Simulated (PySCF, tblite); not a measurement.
# H₅N₂OSi₂ radical: geometry, infrared bands and EPR parameters

Wanted: the infrared bands and EPR parameters of H₅N₂OSi₂ radical (`[O][SiH]1N[SiH2]N1`), by calculation.

Computed with tblite 0.8.0 and PySCF 2.14.0, with density-fitted response routines of our own, on a single molecule in the gas phase. Atoms are numbered from 0 throughout.

### 1 Starting geometry

10 atoms, charge 0, multiplicity 2; geometry from: force field or distance geometry start.

Bonds of the start (Å): O0–Si1 1.70, Si1–N2 1.75, N2–Si3 1.80, Si3–N4 1.80, N4–Si1 1.79, Si1–H5 1.47, N2–H6 1.05, Si3–H7 1.44, Si3–H8 1.46, N4–H9 1.03.

### 2 Geometry optimisation with GFN2-xTB

The job: settings as JSON, then the geometry in Å.

```
{"job": {"kind": "relax", "xc": "GFN2-xTB", "basis": "xTB"}, "charge": 0, "multiplicity": 2}
O     -0.206100    -2.691500    -0.229300
Si    -0.221600    -1.110700     0.390900
N     -1.291800     0.066400    -0.347500
Si     0.062600     1.240000    -0.180700
N      1.124500    -0.201100    -0.370300
H     -0.228600    -1.021600     1.861900
H     -1.569100    -0.100200    -1.345200
H      0.214500     2.206900    -1.240600
H      0.175100     1.728300     1.193100
H      1.949400    -0.112000     0.245100
```

Launch:

```bash
$ OMP_NUM_THREADS=1 python probes_run.py task.json out
```

The driver reads the jobs from task.json and runs them one after another.

**Question.** This job is followed by: GFN2-xTB harmonic vibrations, gas phase; UKS B3LYP, pcH-1 on H N O Si, non-relativistic, mean-field spin-orbit, GIAO. Predict these results of the whole session: strongest single infrared mode (GFN2-xTB); zero-point energy (GFN2-xTB); g(iso) (B3LYP); ⟨S²⟩; largest a(iso) (averaged by class); potential on the surface of density 0.002 e/bohr³, 1st and 99th percentile; property runs in this session.

**Answer**, as computed:

```
                                                                  quantity                                            value
                                 strongest single infrared mode (GFN2-xTB)                            2294 cm⁻¹, 303 km/mol
                                              zero-point energy (GFN2-xTB)                                    36.2 kcal/mol
                                                            g(iso) (B3LYP)                                          2.01311
                                                                      ⟨S²⟩                               0.759 (exact 0.75)
                                        largest a(iso) (averaged by class)                              1H on H5, 416.7 MHz
potential on the surface of density 0.002 e/bohr³, 1st and 99th percentile                               -2.12 V and 2.03 V
                                             property runs in this session  1, of which 0 failed and 1 gave unsound results
```

In words: The optimisation took 65 steps and gained 1.550 eV; among the close pairs (by a distance rule), Si1–Si3 changed most, from 2.436 to 2.631 Å. All 24 modes are real, so the xTB geometry is a minimum. The strongest single mode, at 2294 cm⁻¹, moves mainly H7. GFN2-xTB is a fitted tight-binding method: band positions and strengths are rough. Its intensities can rank the bands wrongly. O0 carries the largest spin population, 0.42 e. The isotropic g lies 10.8 ppt above the free-electron value. These values are not to be trusted: the run shows nearly degenerate orbitals, where second-order g theory doesn't apply.
